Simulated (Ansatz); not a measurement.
# SnSe: a strain scan

This session takes SnSe and sets out to strain the cell along the Voigt pattern (1, 0, 0, 0, 0, 0).

Program: Ansatz 0.2.0. Level of theory: DFT r2SCAN, scalar-relativistic, plane waves, PAW. These are calculated values, not measurements.

### 1 The system as given

The structure is cubic, space group Fm-3m (No. 225). The conventional cell has a = 6.020 Å, b = 6.020 Å, c = 6.020 Å, α = 90.00°, β = 90.00°, γ = 90.00°. Sn (site symmetry m-3m) has 6 Se at 3.01 Å as nearest neighbours. Se (site symmetry m-3m) is surrounded by 6 Sn at 3.01 Å.

Structure file:

```
Sn Se
1.0
     0.00000    3.01000    3.01000
     3.01000    0.00000    3.01000
     3.01000    3.01000    0.00000
Sn Se
1 1
Direct
  0.00000 0.00000 0.00000
  0.50000 0.50000 0.50000
```

No relaxation comes first: the listed cell is the starting point.

### 2 Zero of energy

The reference gives a free energy of -11517.5855 eV, pressure -0.03 GPa, largest force 0.000 eV/Å and gap on the mesh 0.46 eV. It was computed beforehand with the settings of the runs below.

### 3 The scan: a strain scan

The cell is strained by ε times the Voigt pattern (1, 0, 0, 0, 0, 0) (xx, yy, zz, yz, xz, xy; engineering shear), with fractional coordinates fixed (clamped ions). The stress on the pattern is the sum of the stress components weighted by it, tension positive.

### 4 Point ε = -0.0600

input.yaml reads:

```yaml
crystal:
  lattice:
    - [0.0, 3.01, 3.01]
    - [2.8294, 0.0, 3.01]
    - [2.8294, 3.01, 0.0]
  atoms:
    - { symbol: Sn, position: [0.0, 0.0, 0.0] }
    - { symbol: Se, position: [0.5, 0.5, 0.5] }
basis:
  ecutwfc: 500
kpoints:
  mp_grid: { grid: [10, 10, 10] }
hamiltonian:
  xc: r2scan
scf:
  occupations: { method: gaussian, width: 0.05 }
output:
  forces: true
  stress: true
  eigenvalues: true
  write_density: true
  write_potential: true
  elf: true
  volumetric_format: npy
```

Started as:

```sh
$ ansatz run input.yaml --threads 1 --pin off --max-ram 2560MiB --backend cpu --events-out ev --progress --plain --runs-dir out
```

### 5 ε = 0.0450

Changes to input.yaml since step 4:

```diff
@@ -3,4 +3,4 @@
     - [0.0, 3.01, 3.01]
-    - [2.8294, 0.0, 3.01]
-    - [2.8294, 3.01, 0.0]
+    - [3.14545, 0.0, 3.01]
+    - [3.14545, 3.01, 0.0]
   atoms:
@@ -20,5 +20 @@
   eigenvalues: true
-  write_density: true
-  write_potential: true
-  elf: true
-  volumetric_format: npy
```

### 6 Point ε = -0.0300

Changes to input.yaml since step 5:

```diff
@@ -3,4 +3,4 @@
     - [0.0, 3.01, 3.01]
-    - [3.14545, 0.0, 3.01]
-    - [3.14545, 3.01, 0.0]
+    - [2.9197, 0.0, 3.01]
+    - [2.9197, 3.01, 0.0]
   atoms:
```

### 7 Point ε = 0.0150

Changes to input.yaml since step 6:

```diff
@@ -3,4 +3,4 @@
     - [0.0, 3.01, 3.01]
-    - [2.9197, 0.0, 3.01]
-    - [2.9197, 3.01, 0.0]
+    - [3.05515, 0.0, 3.01]
+    - [3.05515, 3.01, 0.0]
   atoms:
```

### 8 Point ε = 0.0600

Changes to input.yaml since step 7:

```diff
@@ -3,4 +3,4 @@
     - [0.0, 3.01, 3.01]
-    - [3.05515, 0.0, 3.01]
-    - [3.05515, 3.01, 0.0]
+    - [3.1906, 0.0, 3.01]
+    - [3.1906, 3.01, 0.0]
   atoms:
```

### 9 At ε = -0.0450

Changes to input.yaml since step 8:

```diff
@@ -3,4 +3,4 @@
     - [0.0, 3.01, 3.01]
-    - [3.1906, 0.0, 3.01]
-    - [3.1906, 3.01, 0.0]
+    - [2.87455, 0.0, 3.01]
+    - [2.87455, 3.01, 0.0]
   atoms:
```

### 10 At ε = 0.0300

Changes to input.yaml since step 9:

```diff
@@ -3,4 +3,4 @@
     - [0.0, 3.01, 3.01]
-    - [2.87455, 0.0, 3.01]
-    - [2.87455, 3.01, 0.0]
+    - [3.1003, 0.0, 3.01]
+    - [3.1003, 3.01, 0.0]
   atoms:
```

### 11 At ε = -0.0150

Changes to input.yaml since step 10:

```diff
@@ -3,4 +3,4 @@
     - [0.0, 3.01, 3.01]
-    - [3.1003, 0.0, 3.01]
-    - [3.1003, 3.01, 0.0]
+    - [2.96485, 0.0, 3.01]
+    - [2.96485, 3.01, 0.0]
   atoms:
```

### 12 Point ε = 0.0525

Changes to input.yaml since step 11:

```diff
@@ -3,4 +3,4 @@
     - [0.0, 3.01, 3.01]
-    - [2.96485, 0.0, 3.01]
-    - [2.96485, 3.01, 0.0]
+    - [3.168025, 0.0, 3.01]
+    - [3.168025, 3.01, 0.0]
   atoms:
```

(Steps that only read results are left out.)

Before running it: what results should come out? Wanted: slope of the stress at ε = 0, over ±0.0150.

**Answer**, as computed:

```
                                  quantity    value
slope of the stress at ε = 0, over ±0.0150  135 GPa
```

In words: From the stress slope, C11 is about 135 GPa with the ions clamped; letting the atoms relax could not make it stiffer. No sampled point lies below the undisturbed cell. Compression costs more than tension: 52.8 against 32.5 meV/atom at the ends. The gap on the mesh stays between 0.28 and 0.50 eV.
